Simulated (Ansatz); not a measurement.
**Ag+ with SiH3Cl: structure and interaction energy, part 1 of 2**

How do Ag+ and SiH3Cl sit together, how strongly do they interact, and which methods get it right?

Computed with Ansatz 0.2.0, Gaussian basis. Level: PBE0-D4 structure, single points in def2-TZVPPD.

Levels: PBE-D4, revPBE-D4, BLYP-D4, r2SCAN-D4, B97M-V, PBE0-D4, B3LYP-D4, HSE06-D4, wB97X-V, wB97M-V, B2PLYP, Hartree-Fock, MP2, CCSD, CCSD(T). The reference is CCSD(T) extrapolated to the basis limit. For elements past Ar these valence bases correlate outer-core shells poorly, so that limit is rough.

Correlated methods freeze the cores. Filled d shells of the heavier atoms are correlated. Core potentials replace the inner electrons past krypton, and spin-orbit coupling is left out. B3LYP uses VWN-RPA correlation. B2PLYP carries no dispersion term here.

163 further runs of the same task are left out: 163 set aside as unsound or not needed. Runs told in other sessions of the task aren't counted.

## Step 1: Where the work starts

The pair, from a GFN2-xTB docking trial: 6 atoms, charge 1, spin multiplicity 1.

Atoms are counted from 1 here; the program's logs count them from 0.

Bond lengths: Ag1–Cl3 2.331 Å, Si2–Cl3 2.183 Å, Si2–H4 1.455 Å, Si2–H5 1.457 Å, Si2–H6 1.453 Å. Angles: Cl3–Si2–H4 102.1°, Cl3–Si2–H5 101.2°, Cl3–Si2–H6 98.2°, H4–Si2–H5 115.5°, H4–Si2–H6 117.2°, H5–Si2–H6 117.6°, Ag1–Cl3–Si2 153.4°.

Coordinates:

```xyz
6
AgClH3Si
Ag   -0.8346   -0.3715   -3.3135
Si    0.2992    0.1154    0.9034
Cl   -0.7391   -0.2032   -0.9904
H     1.3399    1.0598    0.5252
H     0.7566   -1.2341    1.2063
H    -0.8220    0.6335    1.6690
```

Atoms 1 to 1 are fragment A (Ag+), the rest fragment B (SiH3Cl).

## Step 2: A first relaxation in a small basis

Contents of pre/in.yaml:

```yaml
crystal:
  periodic: [false, false, false]
  atoms:
    - {symbol: Ag, position_ang: [-0.834600, -0.371500, -3.313500]}
    - {symbol: Si, position_ang: [0.299200, 0.115400, 0.903400]}
    - {symbol: Cl, position_ang: [-0.739100, -0.203200, -0.990400]}
    - {symbol: H, position_ang: [1.339900, 1.059800, 0.525200]}
    - {symbol: H, position_ang: [0.756600, -1.234100, 1.206300]}
    - {symbol: H, position_ang: [-0.822000, 0.633500, 1.669000]}
basis:
  gaussian: {orbitals: def2-SVP}
total_charge: 1
hamiltonian: {xc: pbe, dispersion: d4}
relax: {f_tol: 0.03, max_steps: 250}
```

The run is started by

```sh
$ ansatz run in.yaml --threads 4 --pin off --events-out ev --progress --plain --max-ram 9574MiB
```

Log (excerpt; [...] marks lines left out):

```text
Functional definition: PBE
  name "PBE"
  cite "Perdew, Burke & Ernzerhof, Phys. Rev. Lett. 77, 3865 (1996) doi:10.1103/PhysRevLett.77.3865"
  parent pbe
[...]
847 factors; their error is unknown
[...]
mean field -24425.93122468 eV, -897.6364160163 hartree, gradient 3.6e-5 eV, S^2 0.000000; 0 other end points of the search recorded, 0 dependent functions left out
[...]
reference -24425.93127732 eV, -897.6364179505 hartree; 26, 26 occupied and 56, 56 virtual orbitals, 847 factors
relax step   1: F+E_penalty+E_count = -24426.04996443 eV  Δ(F+E_penalty+E_count) = +0.000e0 eV  max|allowed force component| = 9.185e-1 eV/Å  Δτ_max = 0.0000 Å  (24 SCF iters, accepted)
[...]
reference -24426.22195139 eV, -897.6471000255 hartree; 26, 26 occupied and 56, 56 virtual orbitals, 847 factors
Total energy: -24426.34984930 eV, -897.6518001871 hartree
Atom 0 at    -0.286120    -0.545686    -3.030454 Å, force     0.002739    -0.002480    -0.001226 eV/Å
Atom 1 at     0.217514     0.117231     0.776772 Å, force     0.002479    -0.001261    -0.005273 eV/Å
Atom 2 at    -1.271091     0.029284    -0.844681 Å, force    -0.005503     0.003227     0.005551 eV/Å
Atom 3 at     1.221168     1.114295     0.301871 Å, force     0.001440     0.001368     0.002521 eV/Å
Atom 4 at     0.743212    -1.275895     0.873011 Å, force     0.000711    -0.000184    -0.000343 eV/Å
Atom 5 at    -0.624684     0.560671     1.923481 Å, force    -0.001865    -0.000671    -0.001230 eV/Å
Dipole moment:     0.388061    -0.054377     0.025611 e Å
```

It took 7.5 s on 4 threads of Intel Xeon Platinum 8259CL at 2.50GHz, shared host.

Along the way:

| step | energy from step 1 (eV) | largest force component (eV/Å) |
| --- | --- | --- |
| 1 | 0.0000 | 0.9185 |
| 2 | -0.1313 | 0.4767 |
| 3 | -0.2053 | 0.1669 |
| 4 | -0.2556 | 0.2206 |
| 5 | -0.2822 | 0.2320 |
| 6 | -0.2957 | 0.1517 |
| 7 | -0.2995 | 0.0435 |
| 8 | -0.2998 | 0.0056 |

Distances of close pairs at the start and the end, largest changes first:

| bond | before (Å) | after (Å) | change (Å) |
| --- | --- | --- | --- |
| Ag1–Cl3 | 2.331 | 2.465 | +0.134 |
| Si2–H6 | 1.453 | 1.490 | +0.037 |
| Si2–H4 | 1.455 | 1.492 | +0.037 |
| Si2–H5 | 1.457 | 1.492 | +0.035 |
| Si2–Cl3 | 2.183 | 2.203 | +0.020 |

## Step 3: Relaxation at PBE0-D4

Contents of relax/in.yaml:

```yaml
crystal:
  periodic: [false, false, false]
  atoms:
    - {symbol: Ag, position_ang: [-0.286120, -0.545686, -3.030454]}
    - {symbol: Si, position_ang: [0.217514, 0.117231, 0.776772]}
    - {symbol: Cl, position_ang: [-1.271091, 0.029284, -0.844681]}
    - {symbol: H, position_ang: [1.221168, 1.114295, 0.301871]}
    - {symbol: H, position_ang: [0.743212, -1.275895, 0.873011]}
    - {symbol: H, position_ang: [-0.624684, 0.560671, 1.923481]}
basis:
  gaussian: {orbitals: def2-TZVP}
total_charge: 1
hamiltonian: {xc: pbe0, dispersion: d4}
relax: {f_tol: 0.005, max_steps: 200}
```

The run is started by

```sh
$ ansatz run in.yaml --threads 4 --pin off --events-out ev --progress --plain --max-ram 9574MiB
```

Log (excerpt; [...] marks lines left out):

```text
Functional definition: PBE0
  name "PBE0"
  cite "Adamo & Barone, J. Chem. Phys. 110, 6158 (1999) doi:10.1063/1.478522"
[... 2 set-up lines as earlier in the session ...]
[...]
1054 factors; their error is unknown
[...]
mean field -24435.96237977 eV, -898.0050541663 hartree, gradient 2.0e-5 eV, S^2 0.000000; 0 other end points of the search recorded, 0 dependent functions left out
[...]
Atom 2 at    -1.250159     0.031702    -0.823397 Å, force    -0.001201     0.001469     0.001130 eV/Å
Atom 3 at     1.201012     1.099231     0.295951 Å, force     0.000021     0.000266     0.000493 eV/Å
Atom 4 at     0.729728    -1.257565     0.855644 Å, force     0.000352     0.000146    -0.000371 eV/Å
Atom 5 at    -0.610644     0.552794     1.905874 Å, force     0.000676    -0.000456     0.000776 eV/Å
Dipole moment:     0.357175    -0.077038    -0.112043 e Å
```

Wall time 9 s (4 threads of Intel Xeon Platinum 8259CL at 2.50GHz, shared host).

Relaxation path:

| step | energy from step 1 (eV) | largest force component (eV/Å) |
| --- | --- | --- |
| 1 | 0.0000 | 0.4197 |
| 2 | -0.0216 | 0.1610 |
| 3 | -0.0242 | 0.0246 |
| 4 | -0.0244 | 0.0089 |
| 5 | -0.0244 | 0.0015 |

Distances of close pairs at the start and the end, largest changes first:

| bond | before (Å) | after (Å) | change (Å) |
| --- | --- | --- | --- |
| Si2–Cl3 | 2.203 | 2.154 | -0.049 |
| Si2–H6 | 1.490 | 1.472 | -0.019 |
| Si2–H5 | 1.492 | 1.474 | -0.018 |
| Si2–H4 | 1.492 | 1.474 | -0.018 |
| Ag1–Cl3 | 2.465 | 2.449 | -0.016 |

The shortest distance between the fragments is Ag1–Cl3, 2.45 Å.

Counterpoise needs three runs a level at this geometry: the pair (ab), and each fragment in the basis of the whole pair, with ghost atoms in place of the other (a, b).

## Step 4: wB97X-V/def2-TZVPPD

Contents of ab/in.yaml:

```yaml
crystal:
  periodic: [false, false, false]
  atoms:
    - {symbol: Ag, position_ang: [-0.275533, -0.542982, -2.995652]}
    - {symbol: Si, position_ang: [0.205595, 0.116719, 0.761580]}
    - {symbol: Cl, position_ang: [-1.250159, 0.031702, -0.823397]}
    - {symbol: H, position_ang: [1.201012, 1.099231, 0.295951]}
    - {symbol: H, position_ang: [0.729728, -1.257565, 0.855644]}
    - {symbol: H, position_ang: [-0.610644, 0.552794, 1.905874]}
basis:
  gaussian: {orbitals: "def2-TZVPPD.json"}
total_charge: 1
hamiltonian: {xc: {name: wB97X-V}}
```

Contents of a/in.yaml:

```yaml
crystal:
  periodic: [false, false, false]
  atoms:
    - {symbol: Ag, position_ang: [-0.275533, -0.542982, -2.995652]}
basis:
  gaussian:
    orbitals: "def2-TZVPPD.json"
    ghost_atoms:
      - {symbol: Si, position_ang: [0.205595, 0.116719, 0.761580]}
      - {symbol: Cl, position_ang: [-1.250159, 0.031702, -0.823397]}
      - {symbol: H, position_ang: [1.201012, 1.099231, 0.295951]}
      - {symbol: H, position_ang: [0.729728, -1.257565, 0.855644]}
      - {symbol: H, position_ang: [-0.610644, 0.552794, 1.905874]}
total_charge: 1
hamiltonian: {xc: {name: wB97X-V}}
```

Contents of b/in.yaml:

```yaml
crystal:
  periodic: [false, false, false]
  atoms:
    - {symbol: Si, position_ang: [0.205595, 0.116719, 0.761580]}
    - {symbol: Cl, position_ang: [-1.250159, 0.031702, -0.823397]}
    - {symbol: H, position_ang: [1.201012, 1.099231, 0.295951]}
    - {symbol: H, position_ang: [0.729728, -1.257565, 0.855644]}
    - {symbol: H, position_ang: [-0.610644, 0.552794, 1.905874]}
basis:
  gaussian:
    orbitals: "def2-TZVPPD.json"
    ghost_atoms:
      - {symbol: Ag, position_ang: [-0.275533, -0.542982, -2.995652]}
hamiltonian: {xc: {name: wB97X-V}}
```

The basis file named in the input lies beside it (Basis Set Exchange, JSON).

The same command starts each run, in its folder.

The run is started by

```sh
$ ansatz run in.yaml --threads 4 --pin off --events-out ev --progress --plain --max-ram 9574MiB
```

Log of ab (excerpt; [...] marks lines left out):

```text
Functional definition: wB97X-V
  name "wB97X-V"
  cite "Mardirossian & Head-Gordon, Phys. Chem. Chem. Phys. 16, 9904 (2014) doi:10.1039/C3CP54374A"
  cite "Becke, J. Chem. Phys. 107, 8554 (1997) doi:10.1063/1.475007"
  cite "Vydrov & Van Voorhis, J. Chem. Phys. 133, 244103 (2010) doi:10.1063/1.3521275"
[...]
      + integral(e_c_pw_opposite_spin*poly(b97_u_opposite, cos0, cos1)) + vv10(b, c)
1181 factors; their error is unknown
272 factors; integrals over basis functions are off by at most 2.9e-5 eV
[...]
mean field -24439.97124929 eV, -898.1523774039 hartree, gradient 2.7e-5 eV, S^2 0.000000; 0 other end points of the search recorded, 0 dependent functions left out
reference -24439.97124686 eV, -898.1523773146 hartree; 26, 26 occupied and 180, 180 virtual orbitals, 1181 factors
Total energy: -24439.97124686 eV, -898.1523773146 hartree
```

Output in a (excerpt; [...] marks lines left out):

```text
[... 5 set-up lines as earlier in the session ...]
[...]
      + integral(e_c_pw_opposite_spin*poly(b97_u_opposite, cos0, cos1)) + vv10(b, c)
1143 factors; their error is unknown
258 factors; integrals over basis functions are off by at most 4.0e-5 eV
[...]
mean field -3991.01187097 eV, -146.6669810530 hartree, gradient 7.9e-5 eV, S^2 0.000000; 0 other end points of the search recorded, 0 dependent functions left out
reference -3991.01186995 eV, -146.6669810156 hartree; 9, 9 occupied and 197, 197 virtual orbitals, 1143 factors
Total energy: -3991.01186995 eV, -146.6669810156 hartree
```

Log of b (excerpt; [...] marks lines left out):

```text
[... 5 set-up lines as earlier in the session ...]
[...]
      + integral(e_c_pw_opposite_spin*poly(b97_u_opposite, cos0, cos1)) + vv10(b, c)
1118 factors; their error is unknown
254 factors; integrals over basis functions are off by at most 3.8e-5 eV
[...]
mean field -20447.71317027 eV, -751.4395990495 hartree, gradient 3.6e-5 eV, S^2 0.000000; 0 other end points of the search recorded, 0 dependent functions left out
reference -20447.71316772 eV, -751.4395989560 hartree; 17, 17 occupied and 189, 189 virtual orbitals, 1118 factors
Total energy: -20447.71316772 eV, -751.4395989560 hartree
```

Times: 5.5 s (ab), 3.7 s (a), 4.5 s (b) on 4 threads of Intel Xeon Platinum 8259CL at 2.50GHz, shared host; peak memory 0.53 GiB.

Interaction energy, ab − a − b: -28.74 kcal/mol.

## Step 5: wB97M-V/def2-TZVPPD

Each input of step 4 (ab, a, b) changes in the same lines:

```diff
-hamiltonian: {xc: {name: wB97X-V}}
+hamiltonian: {xc: {name: wB97M-V}}
```

Each run has its own folder and the same command.

The run is started by

```sh
$ ansatz run in.yaml --threads 4 --pin off --events-out ev --progress --plain --max-ram 9574MiB
```

Log of ab (excerpt; [...] marks lines left out):

```text
Functional definition: wB97M-V
  name "wB97M-V"
  cite "Mardirossian & Head-Gordon, J. Chem. Phys. 144, 214110 (2016) doi:10.1063/1.4952647"
[... 2 set-up lines as earlier in the session ...]
  # Of w^i u^j: cxij and so on, Table III.
[...]
  gx(w, u) = 1 - cx + cx01*u + cx10*w
[...]
      + integral(e_c_pw_mod_opposite_spin*gos(b97_w_opposite, b97_u_opposite)) + vv10(b, c)
1171 factors; their error is unknown
272 factors; integrals over basis functions are off by at most 2.9e-5 eV
[...]
mean field -24440.60554812 eV, -898.1756874558 hartree, gradient 7.8e-5 eV, S^2 0.000000; 0 other end points of the search recorded, 0 dependent functions left out
reference -24440.60561271 eV, -898.1756898296 hartree; 26, 26 occupied and 180, 180 virtual orbitals, 1171 factors
Total energy: -24440.60561271 eV, -898.1756898296 hartree
```

Log of a (excerpt; [...] marks lines left out):

```text
[... 5 set-up lines as earlier in the session ...]
  # Of w^i u^j: cxij and so on, Table III.
[...]
  gx(w, u) = 1 - cx + cx01*u + cx10*w
[...]
      + integral(e_c_pw_mod_opposite_spin*gos(b97_w_opposite, b97_u_opposite)) + vv10(b, c)
1138 factors; their error is unknown
258 factors; integrals over basis functions are off by at most 4.0e-5 eV
[...]
mean field -3990.02525661 eV, -146.6307236443 hartree, gradient 3.5e-5 eV, S^2 0.000000; 0 other end points of the search recorded, 0 dependent functions left out
reference -3990.02528387 eV, -146.6307246458 hartree; 9, 9 occupied and 197, 197 virtual orbitals, 1138 factors
Total energy: -3990.02528387 eV, -146.6307246458 hartree
```

Log of b (excerpt; [...] marks lines left out):

```text
[... 5 set-up lines as earlier in the session ...]
  # Of w^i u^j: cxij and so on, Table III.
[...]
  gx(w, u) = 1 - cx + cx01*u + cx10*w
[...]
      + integral(e_c_pw_mod_opposite_spin*gos(b97_w_opposite, b97_u_opposite)) + vv10(b, c)
1113 factors; their error is unknown
254 factors; integrals over basis functions are off by at most 3.8e-5 eV
[...]
mean field -20449.34004962 eV, -751.4993857631 hartree, gradient 4.3e-5 eV, S^2 0.000000; 0 other end points of the search recorded, 0 dependent functions left out
reference -20449.34011469 eV, -751.4993881544 hartree; 17, 17 occupied and 189, 189 virtual orbitals, 1113 factors
Total energy: -20449.34011469 eV, -751.4993881544 hartree
```

Times: 6 s (ab), 3.8 s (a), 4.6 s (b) on 4 threads of Intel Xeon Platinum 8259CL at 2.50GHz, shared host; peak memory 0.55 GiB.

Interaction energy, ab − a − b: -28.60 kcal/mol.

## Step 6: B2PLYP/def2-TZVPPD

The same edit goes into each in.yaml of step 5 (ab, a, b):

```diff
-hamiltonian: {xc: {name: wB97M-V}}
+hamiltonian: {xc: {name: B2PLYP}}
```

Each run has its own folder and the same command.

The run is started by

```sh
$ ansatz run in.yaml --threads 4 --pin off --events-out ev --progress --plain --max-ram 9574MiB
```

ab printed (excerpt; [...] marks lines left out):

```text
Functional definition: B2PLYP
  name "B2PLYP"
  cite "Grimme, J. Chem. Phys. 124, 034108 (2006) doi:10.1063/1.2148954"
  cite "Becke, Phys. Rev. A 38, 3098 (1988) doi:10.1103/PhysRevA.38.3098"
  cite "Lee, Yang & Parr, Phys. Rev. B 37, 785 (1988) doi:10.1103/PhysRevB.37.785"
[...]
1235 factors; integrals over basis functions are off by at most 8.0e-4 eV
[...]
mean field -24426.33598389 eV, -897.6512906428 hartree, gradient 2.3e-6 eV, S^2 0.000000; 0 other end points of the search recorded, 0 dependent functions left out
10 core orbitals not correlated, not the lowest: weight in the atoms' cores, before any rotation towards them, 1.000 or more for the frozen orbitals, at most 0.000 for the correlated occupied ones
reference -24426.33615579 eV, -897.6512969598 hartree; 16, 16 occupied and 180, 180 virtual orbitals, 1235 factors
second order -30.42738996 eV of doubles, -0.00000000 eV of singles
Total energy: -24434.55155107 eV, -897.9532071681 hartree
```

a printed (excerpt; [...] marks lines left out):

```text
[... 5 set-up lines as earlier in the session ...]
[...]
1235 factors; integrals over basis functions are off by at most 7.8e-4 eV
[...]
mean field -3984.23524668 eV, -146.4179447038 hartree, gradient 4.4e-6 eV, S^2 0.000000; 0 other end points of the search recorded, 0 dependent functions left out
reference -3984.23532501 eV, -146.4179475824 hartree; 9, 9 occupied and 197, 197 virtual orbitals, 1235 factors
second order -19.02410402 eV of doubles, -0.00000000 eV of singles
Total energy: -3989.37183309 eV, -146.6067107729 hartree
```

b printed (excerpt; [...] marks lines left out):

```text
[... 5 set-up lines as earlier in the session ...]
[...]
1235 factors; integrals over basis functions are off by at most 8.1e-4 eV
[...]
mean field -20441.05147128 eV, -751.1947861270 hartree, gradient 4.1e-6 eV, S^2 0.000000; 0 other end points of the search recorded, 0 dependent functions left out
10 core orbitals not correlated: weight in the atoms' cores, before any rotation towards them, 1.000 or more for the frozen orbitals, at most 0.000 for the correlated occupied ones
reference -20441.05163693 eV, -751.1947922146 hartree; 7, 7 occupied and 189, 189 virtual orbitals, 1235 factors
second order -10.72504315 eV of doubles, -0.00000000 eV of singles
Total energy: -20443.94739858 eV, -751.3012094924 hartree
```

They took 3.9 s (ab), 2.8 s (a), 3.1 s (b) on 4 threads of Intel Xeon Platinum 8259CL at 2.50GHz, shared host; peak memory 0.5 GiB.

E(ab) − E(a) − E(b) = -28.42 kcal/mol.

## Step 7: B97M-V/def2-TZVPPD

The same edit goes into each in.yaml of step 6 (ab, a, b):

```diff
-hamiltonian: {xc: {name: B2PLYP}}
+hamiltonian: {xc: {name: B97M-V}}
```

Each run has its own folder and the same command.

The run is started by

```sh
$ ansatz run in.yaml --threads 4 --pin off --events-out ev --progress --plain --max-ram 9574MiB
```

Log of ab (excerpt; [...] marks lines left out):

```text
Functional definition: B97M-V
  name "B97M-V"
  cite "Mardirossian & Head-Gordon, J. Chem. Phys. 142, 074111 (2015) doi:10.1063/1.4907719"
[... 2 set-up lines as earlier in the session ...]
  # Of w^i u^j: cxij and so on, Table III.
[...]
  gx(w, u) = cx00 + cx01*u + cx02*u^2 + (cx10 + cx11*u)*w
[...]
  gos(w, u) = cos00 + cos01*u + cos03*u^3 + cos10*w + cos32*w^3*u^2
[...]
      + integral(e_c_pw_mod_opposite_spin*gos(b97_w_opposite, b97_u_opposite)) + vv10(b, c)
1150 factors; their error is unknown
[...]
mean field -24438.07132689 eV, -898.0825565437 hartree, gradient 5.2e-5 eV, S^2 0.000000; 0 other end points of the search recorded, 0 dependent functions left out
reference -24438.07140062 eV, -898.0825592529 hartree; 26, 26 occupied and 180, 180 virtual orbitals, 1150 factors
Total energy: -24438.07140062 eV, -898.0825592529 hartree
```

a printed (excerpt; [...] marks lines left out):

```text
[... 5 set-up lines as earlier in the session ...]
  # Of w^i u^j: cxij and so on, Table III.
[...]
  gx(w, u) = cx00 + cx01*u + cx02*u^2 + (cx10 + cx11*u)*w
[...]
  gos(w, u) = cos00 + cos01*u + cos03*u^3 + cos10*w + cos32*w^3*u^2
[...]
      + integral(e_c_pw_mod_opposite_spin*gos(b97_w_opposite, b97_u_opposite)) + vv10(b, c)
1125 factors; their error is unknown
[...]
mean field -3991.21349212 eV, -146.6743904937 hartree, gradient 3.0e-5 eV, S^2 0.000000; 0 other end points of the search recorded, 0 dependent functions left out
reference -3991.21352465 eV, -146.6743916892 hartree; 9, 9 occupied and 197, 197 virtual orbitals, 1125 factors
Total energy: -3991.21352465 eV, -146.6743916892 hartree
```

Log of b (excerpt; [...] marks lines left out):

```text
[... 5 set-up lines as earlier in the session ...]
  # Of w^i u^j: cxij and so on, Table III.
[...]
  gx(w, u) = cx00 + cx01*u + cx02*u^2 + (cx10 + cx11*u)*w
[...]
  gos(w, u) = cos00 + cos01*u + cos03*u^3 + cos10*w + cos32*w^3*u^2
[...]
      + integral(e_c_pw_mod_opposite_spin*gos(b97_w_opposite, b97_u_opposite)) + vv10(b, c)
1105 factors; their error is unknown
[...]
mean field -20445.51274109 eV, -751.3587347689 hartree, gradient 2.6e-5 eV, S^2 0.000000; 0 other end points of the search recorded, 0 dependent functions left out
reference -20445.51281717 eV, -751.3587375647 hartree; 17, 17 occupied and 189, 189 virtual orbitals, 1105 factors
Total energy: -20445.51281717 eV, -751.3587375647 hartree
```

Wall times: 5.5 s (ab), 3.1 s (a), 4 s (b) on 4 threads of Intel Xeon Platinum 8259CL at 2.50GHz, shared host.

Interaction energy, ab − a − b: -31.02 kcal/mol.

(Continued in part 2 of 2.)
